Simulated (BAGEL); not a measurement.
# RI-MP2/cc-pVDZ (density fitting with qzvpp-jkfit) run of GeSiH6 (SMILES [SiH3][GeH3])

What is the energy change on altering one bond length of GeSiH6 at RI-MP2/cc-pVDZ (density fitting with qzvpp-jkfit)? 

The results are computed with BAGEL 1.2.2.

2 further runs of the same task are left out: 2 set aside as unsound or not needed.

### 1 The system as given

GeSiH6: 8 atoms, total charge 0, spin state singlet. SMILES: `[SiH3][GeH3]`. The coordinates come from a PBE0-D4/def2-TZVP relaxation.

Bond lengths: Si1–Ge2 2.378 Å, Si1–H3 1.487 Å, Si1–H4 1.487 Å, Si1–H5 1.487 Å, Ge2–H6 1.538 Å, Ge2–H7 1.538 Å, Ge2–H8 1.538 Å. Some angles: Si1–Ge2–H6 110.6°, Si1–Ge2–H7 110.6°, Si1–Ge2–H8 110.6°, Ge2–Si1–H3 110.1°, Ge2–Si1–H4 110.1°, Ge2–Si1–H5 110.1°, H6–Ge2–H7 108.3°, H6–Ge2–H8 108.3°, H7–Ge2–H8 108.3°, H3–Si1–H4 108.8°.

### 2 A single-point energy at RI-MP2/cc-pVDZ (density fitting with qzvpp-jkfit)

Input file input.json:

```json
{ "bagel" : [

{
  "title" : "molecule",
  "basis" : "cc-pvdz.json",
  "df_basis" : "qzvpp-jkfit",
  "angstrom" : "true",
  "geometry" : [
    { "atom" : "Si", "xyz" : [   -0.516700,    0.386500,   -1.010200 ] },
    { "atom" : "Ge", "xyz" : [    0.529700,   -0.393800,    0.977400 ] },
    { "atom" : "H", "xyz" : [   -1.894900,    0.857200,   -0.710900 ] },
    { "atom" : "H", "xyz" : [   -0.590800,   -0.708400,   -2.013300 ] },
    { "atom" : "H", "xyz" : [    0.260800,    1.514500,   -1.587400 ] },
    { "atom" : "H", "xyz" : [    0.619100,    0.733600,    2.019400 ] },
    { "atom" : "H", "xyz" : [    1.954300,   -0.890500,    0.679100 ] },
    { "atom" : "H", "xyz" : [   -0.269300,   -1.556200,    1.590100 ] }
  ]
},
{ "title" : "hf" },
{ "title" : "mp2", "ncore" : 14 }

]}
```

The basis set cc-pVDZ is read from a file made from the Basis Set Exchange's data (not shown).

Command:

```
$ BAGEL_NUM_THREADS=1 BAGEL input.json > input.out
```

Log:

```text
* using 1 threads per process

  ===============================================================
  ===============================================================

  *** Geometry ***

  { "atom" : "Si", "xyz" : [     -0.976421,      0.730379,     -1.909001 ] },
  { "atom" : "Ge", "xyz" : [      1.000988,     -0.744174,      1.847018 ] },
  { "atom" : "H", "xyz" : [     -3.580842,      1.619873,     -1.343406 ] },
  { "atom" : "H", "xyz" : [     -1.116450,     -1.338682,     -3.804586 ] },
  { "atom" : "H", "xyz" : [      0.492841,      2.861990,     -2.999751 ] },
  { "atom" : "H", "xyz" : [      1.169929,      1.386303,      3.816113 ] },
  { "atom" : "H", "xyz" : [      3.693092,     -1.682801,      1.283313 ] },
  { "atom" : "H", "xyz" : [     -0.508903,     -2.940792,      3.004854 ] },

  Number of auxiliary basis functions:      502

  Since a DF basis is specified, we compute 2- and 3-index integrals:
    o Being stored without compression. Storage requirement is 0.023 GB

  Number of basis functions:       75
  Number of electrons      :       52

    * METHOD: MOLECULE                             0.20

  *** RHF ***

  === Nuclear Repulsion ===
   172.8483541944

      * DIIS with orbital gradients will be used.

  === RHF iteration (cc-pvdz.json) ===
      0      -2367.68736408          0.00801656           0.06
      1      -2367.73954279          0.00253220           0.05
      2      -2367.74400740          0.00065738           0.05
      3      -2367.74432942          0.00007917           0.05
      4      -2367.74433738          0.00002142           0.05
      5      -2367.74433792          0.00000399           0.05
      6      -2367.74433793          0.00000080           0.05
      7      -2367.74433793          0.00000016           0.05
      8      -2367.74433793          0.00000004           0.05
      9      -2367.74433793          0.00000001           0.05
    * SCF iteration converged.

    * Permanent dipole moment:
           (    0.024785,    -0.018027,     0.046886) a.u.

    * METHOD: HF                                   0.70

  *** RHF ***

  === Nuclear Repulsion ===
   172.8483541944

      * DIIS with orbital gradients will be used.

  === RHF iteration (cc-pvdz.json) ===
      0      -2367.74433793          0.00000000           0.05
    * SCF iteration converged.

    * Permanent dipole moment:
           (    0.024785,    -0.018027,     0.046887) a.u.

  === DF-MP2 calculation ===

    * freezing 14 orbitals
    * 3-index integral transformation done
    * assembly done

      MP2 correlation energy:   -0.2309110173      0.02

      MP2 total energy:       -2367.9752489514

    * METHOD: MP2                                  0.14

  ===============================================================
```

Wall time 1.2 s (1 thread of Arm Neoverse V2, shared host); peak memory 0.11 GiB.

### 3 The distorted shape at the same level

Input file job.json:

```json
{ "bagel" : [

{
  "title" : "molecule",
  "basis" : "cc-pvdz.json",
  "df_basis" : "qzvpp-jkfit",
  "angstrom" : true,
  "geometry" : [
    { "atom" : "Si", "xyz" : [      -0.905431,      -0.177473,      -0.721614 ] },
    { "atom" : "Ge", "xyz" : [       0.140969,      -0.957773,       1.265986 ] },
    { "atom" : "H", "xyz" : [      -2.283631,       0.293227,      -0.422314 ] },
    { "atom" : "H", "xyz" : [      -0.979531,      -1.272373,      -1.724714 ] },
    { "atom" : "H", "xyz" : [       0.260800,       1.514500,      -1.587400 ] },
    { "atom" : "H", "xyz" : [       0.230369,       0.169627,       2.307986 ] },
    { "atom" : "H", "xyz" : [       1.565569,      -1.454473,       0.967686 ] },
    { "atom" : "H", "xyz" : [      -0.658031,      -2.120173,       1.878686 ] }
  ]
},

{ "title" : "hf" },

{ "title" : "mp2", "ncore" : 14 }

]}
```

The basis set cc-pVDZ is read from a file made from the Basis Set Exchange's data (not shown).

Command:

```
$ BAGEL_NUM_THREADS=1 BAGEL job.json > job.out
```

Log:

```text
* using 1 threads per process

  ===============================================================
  ===============================================================

  *** Geometry ***

  { "atom" : "Si", "xyz" : [     -1.711017,     -0.335375,     -1.363653 ] },
  { "atom" : "Ge", "xyz" : [      0.266393,     -1.809929,      2.392367 ] },
  { "atom" : "H", "xyz" : [     -4.315437,      0.554119,     -0.798058 ] },
  { "atom" : "H", "xyz" : [     -1.851045,     -2.404436,     -3.259237 ] },
  { "atom" : "H", "xyz" : [      0.492841,      2.861990,     -2.999751 ] },
  { "atom" : "H", "xyz" : [      0.435334,      0.320549,      4.361461 ] },
  { "atom" : "H", "xyz" : [      2.958497,     -2.748556,      1.828662 ] },
  { "atom" : "H", "xyz" : [     -1.243498,     -4.006546,      3.550202 ] },

  Number of auxiliary basis functions:      502

  Since a DF basis is specified, we compute 2- and 3-index integrals:
    o Being stored without compression. Storage requirement is 0.023 GB

  Number of basis functions:       75
  Number of electrons      :       52

    * METHOD: MOLECULE                             0.21

  *** RHF ***

  === Nuclear Repulsion ===
   170.2569022182

      * DIIS with orbital gradients will be used.

  === RHF iteration (cc-pvdz.json) ===
      0      -2367.61021848          0.00763902           0.06
      1      -2367.66001040          0.00243896           0.05
      2      -2367.66446530          0.00065683           0.05
      3      -2367.66479865          0.00006493           0.05
      4      -2367.66480459          0.00001409           0.05
      5      -2367.66480486          0.00000245           0.05
      6      -2367.66480486          0.00000061           0.05
      7      -2367.66480487          0.00000017           0.05
      8      -2367.66480487          0.00000006           0.05
      9      -2367.66480487          0.00000002           0.05
     10      -2367.66480487          0.00000000           0.05
    * SCF iteration converged.

    * Permanent dipole moment:
           (    0.265717,     0.447790,    -0.271947) a.u.

    * METHOD: HF                                   0.75

  *** RHF ***

  === Nuclear Repulsion ===
   170.2569022182

      * DIIS with orbital gradients will be used.

  === RHF iteration (cc-pvdz.json) ===
      0      -2367.66480487          0.00000000           0.05
    * SCF iteration converged.

    * Permanent dipole moment:
           (    0.265717,     0.447790,    -0.271947) a.u.

  === DF-MP2 calculation ===

    * freezing 14 orbitals
    * 3-index integral transformation done
    * assembly done

      MP2 correlation energy:   -0.2345049557      0.02

      MP2 total energy:       -2367.8993098211

    * METHOD: MP2                                  0.14

  ===============================================================
```

Wall time 1.3 s (1 thread of Arm Neoverse V2, shared host); peak memory 0.11 GiB.

### 4 Outcome

At RI-MP2/cc-pVDZ (density fitting with qzvpp-jkfit), 14 core orbitals frozen:

| quantity | value |
| --- | --- |
| first shape: total energy | -2367.97525 Eh |
| first shape: correlation energy (14 core orbitals frozen) | -230.9 mEh |
| distorted shape: total energy | -2367.89931 Eh |
| distorted shape: correlation energy (14 core orbitals frozen) | -234.5 mEh |
| energy change with the Si1–H5 bond stretched from 1.487 to 2.230 Å | 2.066 eV |

One bond (distorted shape) is far stretched, which a spin-restricted single reference describes badly; perturbation theory on it can break down and give far too much correlation. With the Si1–H5 bond stretched from 1.487 to 2.230 Å the energy rises by 2.07 eV (199 kJ/mol). The first shape isn't relaxed at this level, so the change isn't measured from a minimum. A restricted reference can't describe the breaking bond well at this length.
